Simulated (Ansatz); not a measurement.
# GeHP2: the cost of one run

The runs use Ansatz 0.2.0, Gaussian basis; cc-pVDZ, all electrons in the functionals, frozen cores in the correlation of double hybrids and RPA.

The runs, in order: wB97M-V, B2PLYP, RPA-PBE, at charge 0, quartet; charge 0, doublet; charge 0, sextet; charge 1, triplet; charge 1, quintet; displaced geometry v1; displaced geometry v2.

25 further runs of the same task are left out: 12 that didn't finish, 13 set aside as unsound or not needed.

### Step 1. The system

The geometry is a PBE0/def2-TZVP stationary point (not a proven minimum). No spin-orbit coupling is included. The filled d shell of Ge may be among the frozen orbitals whatever the setting's name suggests; the logs give the count.

4 atoms, charge 0, spin multiplicity 4.

Atoms are counted from 1 here; the program's logs count them from 0.

Bond lengths: P1–Ge2 2.188 Å, P1–H4 1.424 Å, Ge2–P3 2.289 Å. Angles: Ge2–P1–H4 96.8°, P1–Ge2–P3 109.9°.

Coordinates:

```xyz
4
GeHP2
P     0.0000   -0.7446    1.7590
Ge    0.0000    0.5883    0.0241
P     0.0000   -0.6440   -1.9052
H     0.0000    0.2736    2.7541
```

No dispersion term is added; wB97M-V holds VV10 nonlocal correlation.

The geometry shown and the zero of energy belong to the point charge 0, quartet. The yardstick, UCCSD(T), and other wave-function levels (R restricted, U unrestricted, valence and pair active spaces) come from earlier runs.

### Step 2. wB97M-V, charge 0, quartet

in.yaml

```yaml
crystal:
  periodic: [false, false, false]
  atoms:
    - {symbol: P, position_ang: [0.000000, -0.744588, 1.759041]}
    - {symbol: Ge, position_ang: [0.000000, 0.588281, 0.024091]}
    - {symbol: P, position_ang: [0.000000, -0.643960, -1.905161]}
    - {symbol: H, position_ang: [0.000000, 0.273623, 2.754085]}
basis:
  gaussian: {orbitals: cc-pVDZ}
magnetization: {spin_polarized: true, initial_magnetization: 3}
hamiltonian: {xc: {name: wB97M-V}}
output: {forces: true, orbitals: {seedname: orbitals}}
```

On the command line:

```
ansatz run in.yaml --threads 1 --pin off --events-out ev --progress --plain --max-ram 2393MiB
```

**Question.** How long does this run take on 1 thread of Arm Neoverse N1, shared host, and how much memory does it need?

About 67 s, with a peak of 0.35 GiB.
